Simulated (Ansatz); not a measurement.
**CH4BFOSi: a ladder of functionals and wavefunction methods**

The task here is to estimate one member of a computed series from the others.

Method: functionals in def2-TZVPP, the program's frozen cores in correlated methods; program: Ansatz 0.2.0, Gaussian basis.

Plan: LDA (SPW92), PBE-D4, revPBE-D4, BLYP-D4, r2SCAN-D4, B97M-V, PBE0-D4, B3LYP-D4, r2SCANh-D4, r2SCAN0-D4, HSE06-D4, BHLYP-D4, CAM-B3LYP-D4, LC-ωPBE, ωB97X-V, ωB97M-V, B2PLYP, PBE-QIDH; CCSD(T)/def2-SVP; CCSD(T)/def2-TZVPP; MP2/def2-QZVPP; extrapolation to the limit; RPA on PBE.

### The relaxed structure

All runs share one geometry, relaxed beforehand with PBE0-D4 in a triple-zeta def2 set.

SMILES `O=CB(F)[SiH3]`, 9 atoms, charge 0, spin multiplicity 1.

Atoms are counted from 1 here; the program's logs count them from 0.

Bond lengths: O1–C2 1.209 Å, C2–B3 1.610 Å, C2–H6 1.116 Å, B3–F4 1.321 Å, B3–Si5 2.035 Å, Si5–H7 1.487 Å, Si5–H8 1.487 Å, Si5–H9 1.488 Å. Angles: O1–C2–B3 120.5°, O1–C2–H6 119.6°, B3–C2–H6 119.9°, C2–B3–F4 116.2°, C2–B3–Si5 121.0°, F4–B3–Si5 122.8°, B3–Si5–H7 111.2°, B3–Si5–H8 109.4°, B3–Si5–H9 109.1°, H7–Si5–H8 109.2°, H7–Si5–H9 109.1°, H8–Si5–H9 108.9°.

Set-up of the first run:

in.yaml

```yaml
crystal:
  periodic: [false, false, false]
  atoms:
    - {symbol: O, position_ang: [1.090252, 1.702843, 0.825458]}
    - {symbol: C, position_ang: [1.394408, 1.054310, -0.148411]}
    - {symbol: B, position_ang: [0.496164, -0.200079, -0.607009]}
    - {symbol: F, position_ang: [0.943039, -0.890565, -1.640173]}
    - {symbol: Si, position_ang: [-1.218994, -0.677444, 0.379066]}
    - {symbol: H, position_ang: [2.308058, 1.326159, -0.728387]}
    - {symbol: H, position_ang: [-1.903129, -1.832309, -0.260331]}
    - {symbol: H, position_ang: [-2.132409, 0.495992, 0.375532]}
    - {symbol: H, position_ang: [-0.888888, -1.025408, 1.787157]}
basis:
  gaussian: {orbitals: def2-TZVPP}
hamiltonian: {xc: lda}
output: {orbitals: {seedname: orbitals}}
```

Command:

```sh
$ ansatz run in.yaml --threads 2 --pin off --events-out ev --progress --plain --max-ram 4352MiB
```

Steps of the session up to this table: LDA; PBE-D4 (GGA); revPBE-D4 (GGA); BLYP-D4 (GGA); r2SCAN-D4 (meta-GGA); B97M-V (meta-GGA); B3LYP-D4 (hybrid); r2SCANh-D4 (hybrid); r2SCAN0-D4 (hybrid); HSE06-D4 (hybrid); BHLYP-D4 (hybrid); CAM-B3LYP-D4 (range-separated); LC-ωPBE (range-separated); ωB97X-V (range-separated); ωB97M-V (range-separated); B2PLYP (double hybrid); PBE-QIDH (double hybrid).

One of the session's tables, all rows but one given; the rest of the session is left out.

It belongs to the step «Orbital energies across the functionals». 

| functional | HOMO (eV) | LUMO (eV) | gap (eV) |
| --- | --- | --- | --- |
| LDA (SPW92) | -6.00 | -4.40 | 1.60 |
| PBE-D4 | -5.87 | -4.13 | 1.74 |
| revPBE-D4 | -5.81 | -4.02 | 1.78 |
| BLYP-D4 | -5.80 | -3.97 | 1.83 |
| r2SCAN-D4 | -6.15 | -3.96 | 2.19 |
| B97M-V | -6.35 | -3.96 | 2.38 |
| PBE0-D4 | -7.40 | -3.09 | 4.30 |
| B3LYP-D4 | -7.20 | -3.32 | 3.88 |
| r2SCANh-D4 | -6.73 | -3.58 | 3.15 |
| r2SCAN0-D4 | -7.59 | -3.01 | 4.59 |
| HSE06-D4 | -6.99 | -3.48 | 3.51 |
| BHLYP-D4 | -8.88 | -1.96 | 6.92 |
| CAM-B3LYP-D4 | -8.85 | -1.89 | 6.96 |
| LC-ωPBE | -10.12 | -0.65 | 9.47 |
| ωB97X-V | -9.81 | -0.74 | 9.07 |
| ωB97M-V | ? | ? | ? |

**Question.** Estimate the row for ωB97M-V.

The run gave: HOMO (eV): -9.70; LUMO (eV): -0.88; gap (eV): 8.83. In the column «HOMO (eV)» it lies between ωB97X-V (-9.81) and BHLYP-D4 (-8.88).
